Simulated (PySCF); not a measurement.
# One shape, several levels: C2H10N2Si (SMILES C[SiH](C)NN)

We compute a comparison of 3 runs (HF/3-21G, B3LYP/6-31G*, PBE0/def2-SVP) of C2H10N2Si. The job is set up through a Python script.

The results are computed with PySCF 2.14.0.

**1. The system as given**

The species is C2H10N2Si (15 atoms), meant as a singlet with charge 0. As SMILES, `C[SiH](C)NN`. The shape is that of a GFN2-xTB optimisation. This is one conformer, not always the lowest.

Bond lengths: C1–Si2 1.902 Å, Si2–C3 1.910 Å, Si2–N4 1.734 Å, N4–N5 1.427 Å, C1–H6 1.086 Å, C1–H7 1.087 Å, C1–H8 1.085 Å, Si2–H9 1.465 Å, C3–H10 1.087 Å, C3–H11 1.088 Å, C3–H12 1.086 Å, N4–H13 1.010 Å, N5–H14 1.017 Å, N5–H15 1.020 Å. Some angles: C1–Si2–C3 108.3°, C1–Si2–N4 106.3°, C3–Si2–N4 114.9°, Si2–N4–N5 124.6°, C1–Si2–H9 113.1°, C3–Si2–H9 111.0°, N4–Si2–H9 103.1°, Si2–C1–H6 111.1°, Si2–C1–H7 112.2°, Si2–C1–H8 110.8°.

**2. Energy and forces at HF/3-21G (run 1)**

The input, run.py:

```python
# C[SiH](C)NN
import pyscf.grad
from pyscf import gto, scf

mol = gto.Mole()
mol.atom = '''
C     -2.651361    -0.423223     1.932698
Si     0.802283     0.257305     1.204814
C      2.328218    -2.784228     0.003137
N      0.821426     2.745942    -0.925928
N     -0.686311     2.860573    -3.158753
H     -3.673212     1.306651     2.347871
H     -3.604029    -1.355557     0.369782
H     -2.824668    -1.649882     3.566782
H      2.190741     1.276699     3.371933
H      4.306383    -2.484669    -0.459090
H      1.405087    -3.493952    -1.690795
H      2.246166    -4.275430     1.409887
H      2.427939     3.734590    -1.212694
H     -2.516189     3.076342    -2.615041
H     -0.572455     1.208839    -4.144623
'''
mol.verbose = 4
mol.charge = 0
mol.max_memory = 1860
mol.unit = 'bohr'
mol.basis = '3-21g'
mol.build()

mf = scf.RHF(mol)
mf.conv_tol = 1e-10
mf.kernel()
if not mf.converged:
    mf = mf.newton().run(mf.mo_coeff, mf.mo_occ)

energy = mf.e_tot
print('E = %.10f Eh' % energy)
grad = mf.Gradients().kernel()
mf.analyze()
```

On the command line:

```
OMP_NUM_THREADS=1 python run.py
```

The log of the run:

```text
PySCF version 2.14.0

[... 85 lines left out ...]
One-electron Energy =                -1145.667093228663589
[... 10 lines left out ...]
MO #6   energy= -6.11188128908651  occ= 2
[... 8 lines left out ...]
MO #15  energy= -0.657267790311254 occ= 2
[... 8 lines left out ...]
MO #24  energy= -0.386793784495522 occ= 2
[... 8 lines left out ...]
MO #33  energy= 0.336527955397103  occ= 0
[... 8 lines left out ...]
MO #42  energy= 0.632620389418008  occ= 0
[... 8 lines left out ...]
MO #51  energy= 1.26955820185142   occ= 0
[... 8 lines left out ...]
MO #60  energy= 1.53122480257099   occ= 0
[... 8 lines left out ...]
MO #69  energy= 2.84446913466547   occ= 0
[... 87 lines left out ...]
Dipole moment(X, Y, Z, Debye): -0.24062, -1.77878,  0.04291
```

Run time: 3.6 s. Hardware: 1 thread of Intel Xeon at 2.70GHz, shared host; peak memory 0.14 GiB.

**3. Energy and forces at B3LYP/6-31G(d) (Cartesian functions) (run 2)**

The input, input.xyz:

```xyz
15

C     -1.403040    -0.223960     1.022740
Si     0.424550     0.136160     0.637560
C      1.232040    -1.473350     0.001660
N      0.434680     1.453090    -0.489980
N     -0.363180     1.513750    -1.671540
H     -1.943780     0.691450     1.242440
H     -1.907170    -0.717330     0.195680
H     -1.494750    -0.873080     1.887460
H      1.159290     0.675600     1.784350
H      2.278840    -1.314830    -0.242940
H      0.743540    -1.848920    -0.894730
H      1.188620    -2.262460     0.746080
H      1.284810     1.976260    -0.641730
H     -1.331510     1.627930    -1.383820
H     -0.302930     0.639690    -2.193240
```

The input, input.py:

```python
from pyscf import gto, dft

mol = gto.M(
    atom='input.xyz',
    verbose=4,
    cart=True,
    max_memory=1860,
    basis='6-31g*',
    spin=0,
)

mf = dft.RKS(mol)
mf.xc = 'b3lyp'
mf.grids.level = 5
mf.conv_tol = 1e-10
mf.kernel()
if not mf.converged:
    mf = mf.newton().run(mf.mo_coeff, mf.mo_occ)

energy = mf.e_tot
print(f'total energy: {energy:.8f} hartree')
grad = mf.nuc_grad_method().kernel()
dip = mf.dip_moment()
pop, q = mf.mulliken_pop()
```

On the command line:

```
OMP_NUM_THREADS=1 python input.py
```

The log of the run:

```text
PySCF version 2.14.0

[... 84 lines left out ...]
converged SCF energy = -481.223755938833
total energy: -481.22375594 hartree
[... 12 lines left out ...]
Dipole moment(X, Y, Z, Debye): -0.33521, -1.43865, -0.10192
[... 115 lines left out ...]
charge of   14H =      0.30116
```

Run time: 52 s. Hardware: 1 thread of Intel Xeon at 2.70GHz, shared host; peak memory 1 GiB.

**4. Energy and gradient at PBE0/def2-SVP (run 3)**

The input, job.py:

```python
import pyscf.grad
from pyscf import gto, dft

mol = gto.Mole()
mol.atom = [
    ('C', (-1.403040, -0.223960, 1.022740)),
    ('Si', (0.424550, 0.136160, 0.637560)),
    ('C', (1.232040, -1.473350, 0.001660)),
    ('N', (0.434680, 1.453090, -0.489980)),
    ('N', (-0.363180, 1.513750, -1.671540)),
    ('H', (-1.943780, 0.691450, 1.242440)),
    ('H', (-1.907170, -0.717330, 0.195680)),
    ('H', (-1.494750, -0.873080, 1.887460)),
    ('H', (1.159290, 0.675600, 1.784350)),
    ('H', (2.278840, -1.314830, -0.242940)),
    ('H', (0.743540, -1.848920, -0.894730)),
    ('H', (1.188620, -2.262460, 0.746080)),
    ('H', (1.284810, 1.976260, -0.641730)),
    ('H', (-1.331510, 1.627930, -1.383820)),
    ('H', (-0.302930, 0.639690, -2.193240)),
]
mol.max_memory = 1860
mol.verbose = 4
mol.basis = 'def2-svp'
mol.charge = 0
mol.build()

myscf = dft.RKS(mol)
myscf.xc = 'pbe0'
myscf.conv_tol = 1e-10
myscf.grids.level = 5
myscf.kernel()
if not myscf.converged:
    myscf = myscf.newton().run(myscf.mo_coeff, myscf.mo_occ)

etot = myscf.e_tot
print('E(%s) = %.9f' % ('PBE0', etot))
grad = myscf.Gradients().kernel()
dip = myscf.dip_moment()
pop, q = myscf.mulliken_pop()
```

On the command line:

```
OMP_NUM_THREADS=1 python job.py
```

The log of the run:

```text
PySCF version 2.14.0

[... 82 lines left out ...]
converged SCF energy = -480.642755349422
[... 13 lines left out ...]
Dipole moment(X, Y, Z, Debye): -0.34126, -1.30270, -0.17455
[... 140 lines left out ...]
charge of   14H =      0.11072
```

Wall time 75 s (1 thread of Intel Xeon at 2.70GHz, shared host); peak memory 1.3 GiB.

**5. Overview of the runs**

```
run                               level  Cartesian functions  integration grid  energy (Eh)  dipole moment (D)  HOMO energy (eV)  LUMO energy (eV)  wall time
  1                            HF/3-21G                   no                 –  -476.802833               1.80             -9.78              5.71      3.6 s
  2  B3LYP/6-31G* (Cartesian functions)                  yes                 5  -481.223756               1.48             -6.07              1.58       52 s
  3                       PBE0/def2-SVP                   no                 5  -480.642755               1.36             -6.44              1.33       75 s
```

**6. What came out**

```
                       quantity          value
            run 3: total energy  -480.64276 Eh
           run 3: dipole moment         1.36 D
             run 3: HOMO energy       -6.44 eV
             run 3: LUMO energy        1.33 eV
           run 3: HOMO–LUMO gap        7.77 eV
run 3: largest force on an atom     1.138 eV/Å
```

What this shows: The dipole moment (its size) runs from 1.36 D (PBE0/def2-SVP) to 1.80 D (HF/3-21G). The two ends differ in method and basis. The HOMO–LUMO gap runs from 7.65 eV (B3LYP/6-31G*) to 15.49 eV (HF/3-21G). Totals of different functionals can't be ranked against each other. All runs together took 2.2 min, the longest 75 s.
